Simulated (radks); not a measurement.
**Ionisation of Br¹⁷⁺: one atom, several choices of relativity**

An exercise on one series of results from a longer session: the logs are not shown, and one member is left open.

Method: Kohn-Sham, PBEsol, spin-unpolarised, spherical densities. Code: radks (a radial shooting solver on a logarithmic mesh, Libxc functionals) version 1.

## Starting point

- element: bromine (Z = 35)
- charge: +17
- electrons: 18
- configuration: [Ar]
- ion: Br¹⁸⁺, [Ne] 3s2 3p5
- choices: non-relativistic; scalar-relativistic; Dirac, 2j+1 shares; Dirac, low j first; scalar-relativistic, finite nucleus; Dirac, 2j+1 shares, finite nucleus; Dirac, c × 0.85; Dirac, c × 5; Dirac, c × 2

The first run:

The run's settings:

```text
Z 35
configuration [Ar]
relativity non-relativistic
functional pbe_sol,pbe_sol
spin unpolarised
nucleus point
```

Among the steps run: non-relativistic: Br¹⁷⁺.

One table of the session follows, with a row left open; its other results are not shown here.

It belongs to the step «non-relativistic: Br¹⁷⁺». Radial moments (bohr):

| level | <r> | outermost maximum (interpolated) | 90 % within | nodes |
| --- | --- | --- | --- | --- |
| 1s | 0.04372 | 0.0289 | 0.0778 | 0 |
| 2s | ? | ? | ? | ? |
| 2p | 0.1661 | 0.129 | 0.270 | 0 |
| 3s | 0.4986 | 0.462 | 0.726 | 2 |
| 3p | 0.4869 | 0.445 | 0.723 | 1 |

Estimate the missing values for 2s.

The run gave: <r>: 0.1925; outermost maximum (interpolated): 0.163; 90 % within: 0.296; nodes: 1. In the column «<r>» it lies between 2p (0.1661) and 3p (0.4869).

Caveats from the session: Spin polarisation and multiplet splitting of open shells are left out at every level.
